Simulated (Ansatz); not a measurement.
**C2H2FNSe: one species, many methods**

Aim: compute C2H2FNSe with functionals from several rungs and with coupled cluster, and see how far each lands from CCSD(T) at the basis-set limit for the atomisation energy.

Program: Ansatz 0.2.0, Gaussian basis. Level of theory: functionals in def2-TZVPP, the program's frozen cores in correlated methods. These are calculated values, not measurements.

Plan: PBE-D4, r2SCAN-D4, PBE0-D4, B3LYP-D4, ωB97X-V, ωB97M-V, B2PLYP; CCSD(T)/def2-TZVPP; MP2/def2-QZVPP; extrapolation to the limit.

### Step 1. The relaxed structure

All runs share one geometry, relaxed beforehand with PBE0-D4 in a triple-zeta def2 set.

SMILES `FC1N=C[Se]1`, 7 atoms, charge 0, spin multiplicity 1.

Atoms are counted from 1 here; the program's logs count them from 0.

Bond lengths: F1–C2 1.337 Å, C2–N3 1.438 Å, C2–Se5 2.031 Å, C2–H6 1.092 Å, N3–C4 1.274 Å, C4–Se5 1.899 Å, C4–H7 1.087 Å. Angles: F1–C2–N3 114.5°, F1–C2–Se5 116.7°, F1–C2–H6 110.2°, N3–C2–Se5 93.0°, N3–C2–H6 112.5°, Se5–C2–H6 109.0°, C2–N3–C4 98.4°, N3–C4–Se5 105.2°, N3–C4–H7 126.0°, Se5–C4–H7 128.8°, C2–Se5–C4 63.0°.

### Step 2. PBE-D4 (GGA)

Input file in.yaml:

```yaml
crystal:
  periodic: [false, false, false]
  atoms:
    - {symbol: F, position_ang: [-1.951610, -0.300524, 0.364448]}
    - {symbol: C, position_ang: [-0.708063, 0.182184, 0.448528]}
    - {symbol: N, position_ang: [0.322362, -0.820340, 0.433451]}
    - {symbol: C, position_ang: [1.017527, -0.359068, -0.530041]}
    - {symbol: Se, position_ang: [0.022545, 1.111359, -1.203470]}
    - {symbol: H, position_ang: [-0.622279, 0.856912, 1.302807]}
    - {symbol: H, position_ang: [1.980718, -0.738523, -0.861321]}
basis:
  gaussian: {orbitals: def2-TZVPP}
hamiltonian: {xc: pbe, dispersion: d4}
output: {forces: true, orbitals: {seedname: orbitals}}
```

The run is started by

```
$ ansatz run in.yaml --threads 4 --pin off --events-out ev --progress --plain --max-ram 10444MiB
```

Further steps of the session: r2SCAN-D4 (meta-GGA); PBE0-D4 (hybrid); B3LYP-D4 (hybrid); ωB97X-V (range-separated); ωB97M-V (range-separated); B2PLYP (double hybrid); CCSD(T) in def2-TZVPP; MP2 in def2-QZVPP.

Before running them: what should the planned runs give, taken together? Wanted: atomisation energy, CCSD(T)/CBS; farthest; mean size of error, hybrid; mean size of error, range-separated; gap, smallest and largest; T1 diagnostic; triples share of the correlation energy.

The runs gave:

| quantity | value |
| --- | --- |
| atomisation energy, CCSD(T)/CBS | 2681.8 kJ/mol |
| functionals within 26.8 kJ/mol (1.0 %) | r2SCAN-D4, B3LYP-D4, ωB97X-V, ωB97M-V |
| farthest | PBE-D4 (+169.7 kJ/mol) |
| mean size of error, hybrid | 22.6 kJ/mol |
| mean size of error, range-separated | 10.4 kJ/mol |
| gap, smallest and largest | 3.58 eV (PBE-D4), 10.09 eV (ωB97X-V) |
| T1 diagnostic | 0.0133 |
| triples share of the correlation energy | 4.3 % |

In words: PBE-D4 is off by +169.7 kJ/mol. Double hybrids carry the basis error of their MP2 part in triple zeta, and no dispersion term here, so their miss is partly the set-up's. The reference freezes the cores and leaves out relativity and excitations past (T), and its outer-core shells are covered unevenly, so misses under about 26.8 kJ/mol can't be ranked. All levels share the lack of spin-orbit coupling, which lowers the free heavy atoms and so the true binding. Hartree-Fock recovers 62 % of the binding; the rest is correlation. The gap grows from 3.6 to 10.1 eV across the functionals, mostly with the share of exact exchange. Correlated methods include outer-core shells of Se, which these sets cover unevenly.
